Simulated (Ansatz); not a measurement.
**C₂H₃FSn: small, medium and large basis sets**

An exercise on one series of results from a longer session: the logs are not shown, and one member is left open.

Computed with Ansatz 0.2.0, Gaussian basis. Level: one geometry, several basis sets.

Levels to be run: PBE0-D4/def2-SVP; ωB97M-V/def2-SVP; PBE0-D4/def2-QZVPP; ωB97M-V/def2-QZVPP; the functionals' def2-TZVPP values are taken from earlier runs.

## The relaxed structure

The geometry comes from an earlier relaxation with PBE0-D4 in a triple-zeta def2 set; it is a stationary point, not always the lowest conformer. Sn takes the def2 core potential; no spin-orbit term is included.

SMILES `C#[C][SnH2][F]`, 7 atoms, charge 0, spin multiplicity 1.

Atoms are counted from 1 here; the program's logs count them from 0.

Bond lengths: C1–C2 1.206 Å, C1–H5 1.067 Å, C2–Sn3 2.069 Å, Sn3–F4 1.920 Å, Sn3–H6 1.696 Å, Sn3–H7 1.696 Å. Angles: C2–C1–H5 179.4°, C1–C2–Sn3 178.5°, C2–Sn3–F4 105.1°, C2–Sn3–H6 111.6°, C2–Sn3–H7 111.6°, F4–Sn3–H6 105.3°, F4–Sn3–H7 105.3°, H6–Sn3–H7 116.8°.

The first run:

The input, in.yaml:

```yaml
crystal:
  periodic: [false, false, false]
  atoms:
    - {symbol: C, position_ang: [0.540885, -2.061682, 0.309573]}
    - {symbol: C, position_ang: [0.260929, -0.899818, 0.149324]}
    - {symbol: Sn, position_ang: [-0.181049, 1.107483, -0.090785]}
    - {symbol: F, position_ang: [-1.623958, 1.153623, -1.356433]}
    - {symbol: H, position_ang: [0.780832, -3.092058, 0.444400]}
    - {symbol: H, position_ang: [-0.810548, 1.782073, 1.331899]}
    - {symbol: H, position_ang: [1.094209, 1.942378, -0.833779]}
basis:
  gaussian: {orbitals: def2-SVP}
hamiltonian: {xc: pbe0, dispersion: d4}
output: {orbitals: {seedname: orbitals}}
```

Steps of the session up to this table: PBE0-D4 in def2-SVP; ωB97M-V in def2-SVP; PBE0-D4 in def2-QZVPP; ωB97M-V in def2-QZVPP.

One of the session's tables, all rows but one given; the rest of the session is left out.

It belongs to the step «Density functionals: the series». 

```
functional       basis  HOMO (eV)
   PBE0-D4    def2-SVP      -8.44
   PBE0-D4  def2-TZVPP      -8.51
   PBE0-D4  def2-QZVPP      -8.52
   ωB97M-V    def2-SVP     -10.66
   ωB97M-V  def2-TZVPP          ?
   ωB97M-V  def2-QZVPP     -10.77
```

Estimate the missing values for ωB97M-V, def2-TZVPP.

**Answer.** HOMO (eV): -10.76. In the column «HOMO (eV)» it lies between ωB97M-V, def2-QZVPP (-10.77) and ωB97M-V, def2-SVP (-10.66).
